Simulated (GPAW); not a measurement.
A run of GPAW 26.7.0:

Contents of run.py:

```python
from ase import Atoms
from ase.dft.bandgap import bandgap
from ase.io import write
from ase.units import GPa
from gpaw import GPAW, PW, setup_paths

setup_paths.insert(0, '.')

atoms = Atoms(['Ba', 'Ba', 'Ba', 'Ba', 'Ba', 'Ba', 'Y', 'Y'],
              cell=[[8.4442178688, 0.0, 0.0],
                    [-4.2221089344, 7.3129071894, 0.0],
                    [0.0, 0.0, 6.736172]],
              scaled_positions=[[0.172114005, 0.34422801, 0.25],
                                [0.172114005, 0.827885995, 0.25],
                                [0.65577199, 0.827885995, 0.25],
                                [0.827885995, 0.65577199, 0.75],
                                [0.827885995, 0.172114005, 0.75],
                                [0.34422801, 0.172114005, 0.75],
                                [0.3333333333, 0.6666666667, 0.75],
                                [0.6666666667, 0.3333333333, 0.25]],
              pbc=True)

calc = GPAW(mode=PW(600),
            xc='PBEsol',
            kpts={'size': (4, 4, 4), 'gamma': True},
            occupations={'name': 'methfessel-paxton', 'order': 0, 'width': 0.05},
            nbands=67,
            convergence={'density': 1e-05, 'energy': 1e-05},
            maxiter=150,
            txt='gpaw.txt')
atoms.calc = calc
energy = atoms.get_potential_energy()
forces = atoms.get_forces()
stress = atoms.get_stress()
calc.write('gs.gpw')
write('result.traj', atoms)
print(f'Energy: {energy:.6f} eV')
print('Forces (eV/A):')
print(forces.round(4))
print('Stress (GPa):', (stress / GPa).round(3))
print('Fermi level:', round(calc.get_fermi_level(), 4), 'eV')
print(f'Gap: {bandgap(calc)[0]:.4f} eV, direct: {bandgap(calc, direct=True)[0]:.4f} eV')
```

Potentials or basis: PAW data sets generated in the run's folder for this functional, pw.

Run with:

```bash
$ gpaw-setup -f PBEsol Ba Y
$ OMP_NUM_THREADS=1 python run.py
```

Hardware: 1 thread of Intel(R) Xeon(R) Platinum 8259CL CPU @ 2.50GHz (Skylake/Cascade Lake), on a shared host.

Q: How long does it take, and how much memory?

A: Wall time 5 min on 1 thread of Intel(R) Xeon(R) Platinum 8259CL CPU @ 2.50GHz (Skylake/Cascade Lake), with other jobs on the host, peak memory 0.56 GiB. Counts: scf iterations 14, plane waves 13911, bands 67, k points 13.
